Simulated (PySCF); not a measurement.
# C3H11N2Si+: magnetic properties

Aim: compute the magnetic properties of C3H11N2Si+ (`C=C[Si@H](N)[NH2+]C`).

Programs: PySCF 2.14.0, with routines of our own; each step states its level. All values are computed. Atoms count from 0.

### Step 1. The starting structure

17 atoms, charge 1, multiplicity 1; geometry from: GFN2-xTB.

### Step 2. Magnetic properties: GIAO CAM-B3LYP/pcSseg-1

Job settings and geometry (Å):

```
{"job": {"kind": "mag", "xc": "CAM-B3LYP", "basis": "pcSseg-1", "isotopologues": 2}, "charge": 1, "multiplicity": 1}
C      2.224520    -0.760291    -0.600284
C      1.318298     0.133153    -0.983411
Si     0.143508     1.031669     0.164577
N      0.732717     1.095261     1.763686
N     -1.281923    -0.230753     0.466816
C     -1.890035    -0.769242    -0.758407
H      2.350068    -1.051218     0.430135
H      2.883671    -1.237054    -1.307694
H      1.265936     0.386252    -2.035044
H     -0.617642     2.126974    -0.421512
H      1.704163     1.322027     1.916446
H      0.184912     1.475946     2.522465
H     -0.899724    -1.000436     1.017924
H     -2.010938     0.195518     1.039066
H     -2.685793    -1.476632    -0.531294
H     -2.302896     0.044453    -1.349131
H     -1.125842    -1.273596    -1.344246
```

Level: GIAO CAM-B3LYP/pcSseg-1 magnetisability, rotational g tensor and spin-rotation constants, non-relativistic, gas phase.

The run is started by

```
> OMP_NUM_THREADS=1 python excited_run.py task.json out
```

This one command runs all jobs of the session in turn.

What it wrote:

```text
coarse grid: 13832 points
cycle   1  E = -519.4859152204  dE =  8.068e-01  |g| = 4.634e-01  |ddm| = 3.463e+00
cycle   2  E = -519.4991648279  dE = -1.325e-02  |g| = 4.506e-01  |ddm| = 7.706e-01
cycle   3  E = -519.5407815033  dE = -4.162e-02  |g| = 6.010e-02  |ddm| = 3.413e-01
cycle   4  E = -519.5414654608  dE = -6.840e-04  |g| = 2.341e-02  |ddm| = 6.445e-02
cycle   5  E = -519.5415832575  dE = -1.178e-04  |g| = 4.750e-03  |ddm| = 1.910e-02
cycle   6  E = -519.5415887360  dE = -5.479e-06  |g| = 1.982e-03  |ddm| = 5.203e-03
final grid: 126632 points
cycle   7  E = -519.5810048437  dE = -2.653e-05  |g| = 5.557e-03  |ddm| = 1.411e-02
cycle   8  E = -519.5810046868  dE =  1.569e-07  |g| = 5.741e-03  |ddm| = 7.867e-03
cycle   9  E = -519.5810119025  dE = -7.216e-06  |g| = 5.565e-04  |ddm| = 3.858e-03
cycle  10  E = -519.5810119676  dE = -6.508e-08  |g| = 1.546e-04  |ddm| = 4.365e-04
cycle  11  E = -519.5810119734  dE = -5.786e-09  |g| = 5.132e-05  |ddm| = 1.515e-04
cycle  12  E = -519.5810119740  dE = -5.673e-10  |g| = 1.396e-05  |ddm| = 4.827e-05
converged SCF energy = -519.5810119740

Magnetisability tensor (1e-30 J/T^2)
    -1108.87     -103.71      -62.02
     -103.71    -1105.30      -39.84
      -62.02      -39.84    -1064.57
isotropic -1092.91   principal values   -1240.56  -1040.21   -997.97
isotropic susceptibility -65.817 1e-6 cm^3/mol

Inertial axes            a          b          c
rot. const./GHz      3.1214     2.2455     1.5729
chi total           -68.973    -65.667    -62.810
chi diamagnetic    -489.223   -641.985   -871.018
chi paramagnetic    420.250    576.318    808.208
quadrupole/D A        9.764      1.420    -11.183
g nuclear            0.6236     0.6149     0.6055
g electronic        -0.6163    -0.6080    -0.5972
g total              0.0073     0.0069     0.0082

Spin-rotation constants (kHz, H = +C I.J)
atom  isotope        aa         bb         cc
  3    14N        0.088      0.082      0.059
  4    14N        0.150      0.128      0.070
  6     1H       -0.352     -0.113      0.030
  7     1H       -0.190      0.103     -0.191
  8     1H       -0.383     -0.076     -0.005
  9     1H       -0.253     -0.226      0.008
 10     1H       -0.024     -0.269     -0.223
 11     1H       -0.346     -0.054     -0.223
 12     1H       -0.367     -0.330     -0.005
 13     1H       -0.230     -0.118     -0.217
 14     1H       -0.080     -0.272     -0.123
 15     1H       -0.332     -0.284      0.001
 16     1H       -0.225     -0.067     -0.200
  0    13C*       0.767      0.994      0.605
  1    13C*       0.658      0.880      0.517
  2   29Si*      -2.053     -1.347     -1.002
  5    13C*       0.489      0.304      0.260
* in the singly substituted isotopologue

Isotopologues: g along a, b, c
2H    at 6,7,8,9,10,11,     0.0062     0.0053     0.0068
13C   at 0                  0.0064     0.0075     0.0082
```

It took 30 s on 1 thread of Arm Neoverse V1, shared host; peak memory 0.8 GiB.

In short:

```
              quantity                   value
       magnetisability        -1093·10⁻³⁰ J/T²
  molar susceptibility      -65.8·10⁻⁶ cm³/mol
rotational g (a, b, c)  0.0073, 0.0069, 0.0082
```

### Step 3. Magnetic properties: GIAO PBE/cc-pVDZ, grid 1

Settings changed since step 2:

```diff
@@ -1,2 +1,2 @@
-{"job": {"kind": "mag", "xc": "CAM-B3LYP", "basis": "pcSseg-1", "isotopologues": 2}, "charge": 1, "multiplicity": 1}
+{"job": {"kind": "mag", "xc": "PBE", "basis": "cc-pVDZ", "grid": 1, "scf": {"level_shift": 0.1}}, "charge": 1, "multiplicity": 1}
 C      2.224520    -0.760291    -0.600284
```

With the program's defaults for keys left out, this is: GIAO PBE/cc-pVDZ magnetisability, rotational g tensor and spin-rotation constants, non-relativistic, gas phase.

What it wrote:

```text
final grid: 59384 points
cycle   1  E = -519.1936142896  dE =  6.131e-01  |g| = 5.445e-01  |ddm| = 7.486e+00
cycle   2  E = -519.1423778278  dE =  5.124e-02  |g| = 7.356e-01  |ddm| = 2.146e+00
cycle   3  E = -519.2669316881  dE = -1.246e-01  |g| = 9.735e-02  |ddm| = 1.004e+00
cycle   4  E = -519.2697886156  dE = -2.857e-03  |g| = 2.781e-02  |ddm| = 2.404e-01
cycle   5  E = -519.2699866961  dE = -1.981e-04  |g| = 5.670e-03  |ddm| = 5.556e-02
cycle   6  E = -519.2699930833  dE = -6.387e-06  |g| = 3.855e-03  |ddm| = 1.643e-02
cycle   7  E = -519.2699965359  dE = -3.453e-06  |g| = 8.913e-04  |ddm| = 5.858e-03
cycle   8  E = -519.2699967208  dE = -1.849e-07  |g| = 2.588e-04  |ddm| = 1.435e-03
cycle   9  E = -519.2699967368  dE = -1.596e-08  |g| = 7.366e-05  |ddm| = 5.114e-04
cycle  10  E = -519.2699967380  dE = -1.214e-09  |g| = 2.410e-05  |ddm| = 1.333e-04
cycle  11  E = -519.2699967381  dE = -1.174e-10  |g| = 9.025e-06  |ddm| = 4.967e-05
level shift removed, Fock matrix diagonalised once more
converged SCF energy = -519.2699967381

Magnetisability tensor (1e-30 J/T^2)
    -1085.82     -112.38      -58.39
     -112.38    -1088.95      -37.02
      -58.39      -37.02    -1043.81
isotropic -1072.86   principal values   -1224.96  -1023.16   -970.46
isotropic susceptibility -64.609 1e-6 cm^3/mol

Inertial axes            a          b          c
rot. const./GHz      3.1214     2.2455     1.5729
chi total           -67.735    -64.315    -61.778
chi diamagnetic    -487.534   -640.599   -869.450
chi paramagnetic    419.799    576.285    807.673
quadrupole/D A        9.523      1.694    -11.217
g nuclear            0.6236     0.6149     0.6055
g electronic        -0.6156    -0.6079    -0.5968
g total              0.0080     0.0070     0.0086

Spin-rotation constants (kHz, H = +C I.J)
atom  isotope        aa         bb         cc
  3    14N        0.084      0.077      0.051
  4    14N        0.140      0.123      0.069
  6     1H       -0.349     -0.111      0.033
  7     1H       -0.192      0.104     -0.190
  8     1H       -0.380     -0.077      0.001
  9     1H       -0.247     -0.220      0.014
 10     1H       -0.013     -0.275     -0.227
 11     1H       -0.354     -0.048     -0.226
 12     1H       -0.368     -0.336      0.004
 13     1H       -0.224     -0.108     -0.219
 14     1H       -0.076     -0.277     -0.125
 15     1H       -0.337     -0.288      0.006
 16     1H       -0.226     -0.063     -0.203
  0    13C*       0.685      0.865      0.546
  1    13C*       0.604      0.769      0.472
  2   29Si*      -1.807     -1.190     -0.885
  5    13C*       0.428      0.269      0.232
* in the singly substituted isotopologue
```

It took 19 s on 1 thread of Arm Neoverse V1, shared host.

From this job:

| quantity | value |
| --- | --- |
| magnetisability | -1073·10⁻³⁰ J/T² |
| molar susceptibility | -64.6·10⁻⁶ cm³/mol |
| rotational g (a, b, c) | 0.0080, 0.0070, 0.0086 |

### Step 4. Magnetic properties: GIAO HSE06/pcseg-1

Settings changed since step 3:

```diff
@@ -1,2 +1,2 @@
-{"job": {"kind": "mag", "xc": "PBE", "basis": "cc-pVDZ", "grid": 1, "scf": {"level_shift": 0.1}}, "charge": 1, "multiplicity": 1}
+{"job": {"kind": "mag", "xc": "HSE06", "basis": "pcseg-1"}, "charge": 1, "multiplicity": 1}
 C      2.224520    -0.760291    -0.600284
```

Level: GIAO HSE06/pcseg-1 magnetisability, rotational g tensor and spin-rotation constants, non-relativistic, gas phase.

What it wrote:

```text
coarse grid: 13832 points
cycle   1  E = -519.2203174068  dE =  6.638e-01  |g| = 4.599e-01  |ddm| = 3.856e+00
cycle   2  E = -519.1839082196  dE =  3.641e-02  |g| = 6.062e-01  |ddm| = 1.055e+00
cycle   3  E = -519.2724951540  dE = -8.859e-02  |g| = 7.551e-02  |ddm| = 6.347e-01
cycle   4  E = -519.2735793470  dE = -1.084e-03  |g| = 3.487e-02  |ddm| = 9.909e-02
cycle   5  E = -519.2738745847  dE = -2.952e-04  |g| = 9.433e-03  |ddm| = 3.658e-02
cycle   6  E = -519.2738943634  dE = -1.978e-05  |g| = 4.302e-03  |ddm| = 1.202e-02
cycle   7  E = -519.2738997421  dE = -5.379e-06  |g| = 4.168e-04  |ddm| = 4.260e-03
final grid: 126632 points
cycle   8  E = -519.3073260351  dE = -2.851e-05  |g| = 8.058e-03  |ddm| = 2.571e-02
cycle   9  E = -519.3073148228  dE =  1.121e-05  |g| = 1.075e-02  |ddm| = 1.576e-02
cycle  10  E = -519.3073412994  dE = -2.648e-05  |g| = 8.724e-04  |ddm| = 9.393e-03
cycle  11  E = -519.3073414798  dE = -1.804e-07  |g| = 2.113e-04  |ddm| = 9.601e-04
cycle  12  E = -519.3073414885  dE = -8.680e-09  |g| = 9.333e-05  |ddm| = 2.301e-04
cycle  13  E = -519.3073414904  dE = -1.967e-09  |g| = 2.952e-05  |ddm| = 9.807e-05
cycle  14  E = -519.3073414907  dE = -2.501e-10  |g| = 6.639e-06  |ddm| = 3.902e-05
converged SCF energy = -519.3073414907

Magnetisability tensor (1e-30 J/T^2)
    -1111.50     -107.12      -61.18
     -107.12    -1105.11      -38.92
      -61.18      -38.92    -1063.98
isotropic -1093.53   principal values   -1243.67  -1040.60   -996.32
isotropic susceptibility -65.854 1e-6 cm^3/mol

Inertial axes            a          b          c
rot. const./GHz      3.1214     2.2455     1.5729
chi total           -69.185    -65.569    -62.807
chi diamagnetic    -488.512   -641.299   -870.235
chi paramagnetic    419.326    575.730    807.429
quadrupole/D A        9.790      1.488    -11.278
g nuclear            0.6236     0.6149     0.6055
g electronic        -0.6149    -0.6073    -0.5966
g total              0.0086     0.0076     0.0088

Spin-rotation constants (kHz, H = +C I.J)
atom  isotope        aa         bb         cc
  3    14N        0.085      0.077      0.052
  4    14N        0.134      0.118      0.065
  6     1H       -0.353     -0.112      0.030
  7     1H       -0.192      0.103     -0.191
  8     1H       -0.383     -0.079     -0.004
  9     1H       -0.253     -0.225      0.008
 10     1H       -0.024     -0.271     -0.225
 11     1H       -0.343     -0.054     -0.225
 12     1H       -0.371     -0.330     -0.006
 13     1H       -0.233     -0.119     -0.218
 14     1H       -0.082     -0.273     -0.124
 15     1H       -0.336     -0.285      0.002
 16     1H       -0.228     -0.067     -0.200
  0    13C*       0.706      0.918      0.569
  1    13C*       0.604      0.808      0.481
  2   29Si*      -2.049     -1.334     -1.004
  5    13C*       0.433      0.266      0.234
* in the singly substituted isotopologue
```

Wall time 35 s (1 thread of Arm Neoverse V1, shared host); peak memory 0.79 GiB.

In short:

```csv
quantity,value
magnetisability,-1094·10⁻³⁰ J/T²
molar susceptibility,-65.9·10⁻⁶ cm³/mol
"rotational g (a, b, c)","0.0086, 0.0076, 0.0088"
```

### Step 5. Magnetic properties side by side

| level | ξ (10⁻³⁰ J/T²) | g(a) | g(b) | gap (eV) | functions | time |
| --- | --- | --- | --- | --- | --- | --- |
| GIAO CAM-B3LYP/pcSseg-1 | -1093 | 0.0073 | 0.0069 | 9.62 | 164 | 30 s |
| GIAO PBE/cc-pVDZ, grid 1 | -1073 | 0.0080 | 0.0070 | 4.67 | 143 | 19 s |
| GIAO HSE06/pcseg-1 | -1094 | 0.0086 | 0.0076 | 6.30 | 143 | 35 s |

### Step 6. Outcome

```
                                                quantity                      value
       magnetisability (step 2, GIAO CAM-B3LYP/pcSseg-1)           -1093·10⁻³⁰ J/T²
  molar susceptibility (step 2, GIAO CAM-B3LYP/pcSseg-1)         -65.8·10⁻⁶ cm³/mol
rotational g (a, b, c) (step 2, GIAO CAM-B3LYP/pcSseg-1)     0.0073, 0.0069, 0.0082
                         magnetisability over the levels  -1094 to -1073·10⁻³⁰ J/T²
```

**Reading.** For an ion, the motion of the centre of mass in the field is left out. The magnetisability spreads by 1.9 % over 3 levels, from GIAO HSE06/pcseg-1 (35 s) to GIAO PBE/cc-pVDZ, grid 1 (19 s); the runs took 19 s to 35 s. Vibrational averaging and real surroundings are missing from these values.
